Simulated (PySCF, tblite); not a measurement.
# C6H11NOSi: geometry, infrared bands and NMR shifts

Aim: predict the infrared bands and NMR shifts of C6H11NOSi (`CN(C=O)[C@@H]1C=CC[SiH2]1`).

Computed with tblite 0.8.0 and PySCF 2.14.0, with density-fitted response routines of our own, on a single molecule in the gas phase. Atoms are numbered from 0 throughout.

## (1) The starting structure

20 atoms, charge 0, multiplicity 1; geometry from: force field or distance geometry start.

Bonds of the start (Å): C0–N1 1.47, N1–C2 1.36, C2–O3 1.24, N1–C4 1.47, C4–C5 1.51, C5–C6 1.35, C6–C7 1.52, C7–Si8 1.92, Si8–C4 1.95, C0–H9 1.11, C0–H10 1.09, C0–H11 1.09, C2–H12 1.12, C4–H13 1.11, C5–H14 1.07, C6–H15 1.09, C7–H16 1.09, C7–H17 1.09, Si8–H18 1.50, Si8–H19 1.49.

## (2) Geometry optimisation with GFN2-xTB

What the job is given:

```
{"job": {"kind": "relax", "xc": "GFN2-xTB", "basis": "xTB"}, "charge": 0, "multiplicity": 1}
C     -1.677500    -0.751900     0.918900
N     -1.373900    -0.153900    -0.384200
C     -2.361700     0.410300    -1.135500
O     -2.209600     1.013500    -2.206700
C      0.015800    -0.064400    -0.842900
C      0.868200    -1.214200    -0.368800
C      1.953000    -0.944200     0.389100
C      2.272400     0.497500     0.732900
Si     0.905800     1.524400    -0.147800
H     -2.751300    -0.625900     1.160100
H     -1.466600    -1.821000     0.891200
H     -1.100800    -0.266300     1.703900
H     -3.379500     0.290400    -0.689700
H      0.046900    -0.006300    -1.946800
H      0.613800    -2.218200    -0.656100
H      2.600900    -1.735800     0.766800
H      2.227500     0.657900     1.812700
H      3.251300     0.766900     0.348000
H      0.068900     2.260600     0.858600
H      1.491300     2.391400    -1.206700
```

Run with:

```console
$ OMP_NUM_THREADS=1 python probes_run.py task.json out
```

One launch serves the whole session: the jobs run in the order shown.

**Question.** This job is followed by: GFN2-xTB harmonic vibrations, gas phase; GIAO PBE0/pcSseg-1 NMR shielding, non-relativistic, gas phase. What will the session give for the following? strongest single infrared mode (GFN2-xTB); zero-point energy (GFN2-xTB); 13C shifts against TMS (PBE0/pcSseg-1); 1H shifts against TMS (PBE0/pcSseg-1, means over atoms taken as alike); 15N shifts against NH3 (PBE0/pcSseg-1); 17O shifts against H2O (PBE0/pcSseg-1); 29Si shifts against TMS (PBE0/pcSseg-1); surface potential, 1st and 99th percentile.

As calculated:

| quantity | value |
| --- | --- |
| strongest single infrared mode (GFN2-xTB) | 1748 cm⁻¹, 701 km/mol |
| zero-point energy (GFN2-xTB) | 97.4 kcal/mol |
| 13C shifts against TMS (PBE0/pcSseg-1) | 161.7, 142.7, 142.4, 47.6, 34.2, 17.4 ppm |
| 1H shifts against TMS (PBE0/pcSseg-1, means over atoms taken as alike) | 8.06, 6.35, 6.02, 5.70, 4.38, 4.30, 2.83, 1.94, 1.84 ppm |
| 15N shifts against NH3 (PBE0/pcSseg-1) | 134.1 ppm |
| 17O shifts against H2O (PBE0/pcSseg-1) | 412.4 ppm |
| 29Si shifts against TMS (PBE0/pcSseg-1) | -38.6 ppm |
| surface potential, 1st and 99th percentile | -2.09 V and 1.12 V |

Relaxing lowered the energy by 0.221 eV in 80 steps; the close pair that moved most is Si8–H18, from 1.502 to 1.466 Å. All 54 modes are real, so the xTB geometry is a minimum. The strongest single mode, at 1748 cm⁻¹, moves mainly C2. Unscaled tight-binding wavenumbers are off by several per cent, some by more. Its intensities can rank the bands wrongly. At PBE0/pcSseg-1: The widest tensor belongs to O3: span 686 ppm, with a paramagnetic part of -479 ppm.
